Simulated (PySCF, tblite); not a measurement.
**C6H11BO2Si: geometry, infrared bands and NMR shifts**

Aim: predict the infrared bands and NMR shifts of C6H11BO2Si (`C=CCB1OCOC=C1[SiH3]`).

Computed with tblite 0.8.0 and PySCF 2.14.0, with density-fitted response routines of our own, on a single molecule in the gas phase. Atoms count from 0, in the outputs and in this text.

## 1. Starting geometry

21 atoms, charge 0, multiplicity 1; geometry from: force field or distance geometry start.

Bonds of the start (Å): C0–C1 1.33, C1–C2 1.50, C2–B3 1.60, B3–O4 1.46, O4–C5 1.41, C5–O6 1.44, O6–C7 1.41, C7–C8 1.34, C8–Si9 1.84, C8–B3 1.58, C0–H10 1.09, C0–H11 1.09, C1–H12 1.10, C2–H13 1.12, C2–H14 1.10, C5–H15 1.11, C5–H16 1.11, C7–H17 1.08, Si9–H18 1.47, Si9–H19 1.47, Si9–H20 1.47.

## 2. Relaxing the molecule with GFN2-xTB

What the job is given:

```
{"job": {"kind": "relax", "xc": "GFN2-xTB", "basis": "xTB"}, "charge": 0, "multiplicity": 1}
C     -2.552700    -0.243100     0.905100
C     -1.744800    -1.080100     0.264700
C     -1.065800    -0.724900    -1.019700
B      0.134300     0.303300    -0.797300
O     -0.003200     1.714200    -1.163400
C      0.121500     2.497200    -0.001800
O      1.396300     2.268300     0.629600
C      1.927500     0.974500     0.775000
C      1.363300    -0.058900     0.128000
Si     1.920100    -1.794600     0.403300
H     -2.775200     0.741700     0.496000
H     -3.033700    -0.537700     1.840900
H     -1.563200    -2.064700     0.712600
H     -1.812900    -0.268700    -1.717200
H     -0.680200    -1.630500    -1.501600
H      0.058900     3.571000    -0.264900
H     -0.701100     2.296000     0.721200
H      2.781800     0.810200     1.407700
H      1.753300    -2.563500    -0.834000
H      1.126700    -2.400200     1.475900
H      3.340200    -1.792400     0.788300
```

On the command line:

```console
$ OMP_NUM_THREADS=1 python probes_run.py task.json out
```

This one command runs all jobs of the session in turn.

**Question.** This job is followed by: GFN2-xTB harmonic vibrations, gas phase; GIAO PBE0/pcSseg-1 NMR shielding, non-relativistic, gas phase. What will the session give for the following? strongest single infrared mode (GFN2-xTB); zero-point energy (GFN2-xTB); ¹³C shifts against TMS (PBE0/pcSseg-1); ¹H shifts against TMS (PBE0/pcSseg-1, means over atoms taken as alike); ¹¹B shifts against BF3·OEt2 (PBE0/pcSseg-1); ¹⁷O shifts against H2O (PBE0/pcSseg-1); ²⁹Si shifts against TMS (PBE0/pcSseg-1).

As calculated:

| quantity | value |
| --- | --- |
| strongest single infrared mode (GFN2-xTB) | 794 cm⁻¹, 443 km/mol |
| zero-point energy (GFN2-xTB) | 97.2 kcal/mol |
| ¹³C shifts against TMS (PBE0/pcSseg-1) | 172.9, 141.2, 121.1, 105.5, 90.5, 32.8 ppm |
| ¹H shifts against TMS (PBE0/pcSseg-1, means over atoms taken as alike) | 7.26, 6.29, 5.74, 5.42, 5.24, 4.32, 2.09 ppm |
| ¹¹B shifts against BF3·OEt2 (PBE0/pcSseg-1) | 36.9 ppm |
| ¹⁷O shifts against H2O (PBE0/pcSseg-1) | 179.7, 174.8 ppm |
| ²⁹Si shifts against TMS (PBE0/pcSseg-1) | -74.2 ppm |

Relaxing lowered the energy by 0.933 eV in 180 steps; the close pair that moved most is B3–O4, from 1.464 to 1.353 Å. All 57 modes are real, so the xTB geometry is a minimum. The strongest single mode, at 794 cm⁻¹, is spread over several atoms, H20, H19, H18 among them. Unscaled tight-binding wavenumbers are off by several per cent, some by more. Its intensities can rank the bands wrongly. At PBE0/pcSseg-1: The widest tensor belongs to O4: span 276 ppm, with a paramagnetic part of -234 ppm.
